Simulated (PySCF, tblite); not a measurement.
**C6H11OP: geometry, infrared bands and NMR shifts**

Aim: predict the infrared bands and NMR shifts of C6H11OP (`C#CP(C)CCCO`).

Programs: tblite 0.8.0 and PySCF 2.14.0, with density-fitted response routines of our own. Each step states its level of theory. These are calculated values for one molecule in the gas phase, unless marked as measured. Atoms are numbered from 0 throughout.

## 1. Starting geometry

19 atoms, charge 0, multiplicity 1; geometry from: force field or distance geometry start.

Bonds of the start (Å): C0–C1 1.19, C1–P2 1.84, P2–C3 1.83, P2–C4 1.85, C4–C5 1.53, C5–C6 1.53, C6–O7 1.42, C0–H8 1.07, C3–H9 1.10, C3–H10 1.10, C3–H11 1.09, C4–H12 1.10, C4–H13 1.09, C5–H14 1.09, C5–H15 1.09, C6–H16 1.09, C6–H17 1.09, O7–H18 0.97.

## 2. Relaxing the molecule with GFN2-xTB

The job: settings as JSON, then the geometry in Å.

```
{"job": {"kind": "relax", "xc": "GFN2-xTB", "basis": "xTB"}, "charge": 0, "multiplicity": 1}
C     -1.970900     2.545100    -1.059400
C     -1.776500     1.371800    -1.022900
P     -1.446500    -0.440400    -0.947800
C     -2.702200    -0.908000     0.302100
C      0.063500    -0.462100     0.117900
C      1.310500    -0.054000    -0.673100
C      2.549100     0.006600     0.219300
O      2.808600    -1.270700     0.790100
H     -2.161700     3.592200    -1.103500
H     -2.632100    -0.300200     1.216200
H     -2.565000    -1.962600     0.600400
H     -3.716900    -0.814500    -0.091000
H     -0.079900     0.202500     0.983400
H      0.190900    -1.478700     0.496000
H      1.485700    -0.770300    -1.473600
H      1.176100     0.929100    -1.127900
H      3.423300     0.306000    -0.361200
H      2.408300     0.718000     1.035900
H      3.625800    -1.200500     1.304000
```

Launch:

```sh
$ OMP_NUM_THREADS=1 python probes_run.py task.json out
```

One launch serves the whole session: the jobs run in the order shown.

**Question.** This job is followed by: GFN2-xTB harmonic vibrations, gas phase; GIAO PBE0/pcSseg-1 NMR shielding, non-relativistic, gas phase. Predict these results of the whole session: strongest single infrared mode (GFN2-xTB); zero-point energy (GFN2-xTB); ¹³C shifts against TMS (PBE0/pcSseg-1); ¹H shifts against TMS (PBE0/pcSseg-1, means over atoms taken as alike); ³¹P shifts against H3PO4 (PBE0/pcSseg-1); ¹⁷O shifts against H2O (PBE0/pcSseg-1); surface potential, 1st and 99th percentile.

**Answer**, as computed:

| quantity | value |
| --- | --- |
| strongest single infrared mode (GFN2-xTB) | 2852 cm⁻¹, 80 km/mol |
| zero-point energy (GFN2-xTB) | 95.7 kcal/mol |
| ¹³C shifts against TMS (PBE0/pcSseg-1) | 99.0, 93.8, 68.8, 36.0, 32.7, 18.1 ppm |
| ¹H shifts against TMS (PBE0/pcSseg-1, means over atoms taken as alike) | 4.10, 2.25, 1.88, 1.81, 1.37, 0.54 ppm |
| ³¹P shifts against H3PO4 (PBE0/pcSseg-1) | -84.4 ppm |
| ¹⁷O shifts against H2O (PBE0/pcSseg-1) | 30.2 ppm |
| surface potential, 1st and 99th percentile | -1.45 V and 2.00 V |

What this shows: The optimisation took 82 steps and gained 0.133 eV; among the close pairs (by a distance rule), C1–P2 changed most, from 1.844 to 1.771 Å. No mode is imaginary among the 51: a minimum at this level. The strongest single mode, at 2852 cm⁻¹, moves mainly H17 and H16. GFN2-xTB is a fitted tight-binding method: band positions and strengths are rough. Its intensities can rank the bands wrongly. The most deshielded hydrogen is H16, H17 (mean) (hydrogen on an sp3 CH2 bonded to O), at 4.10 ppm: its carbon carries O, hence the downfield position. At PBE0/pcSseg-1: The widest tensor belongs to C1: span 312 ppm, with a paramagnetic part of -177 ppm.
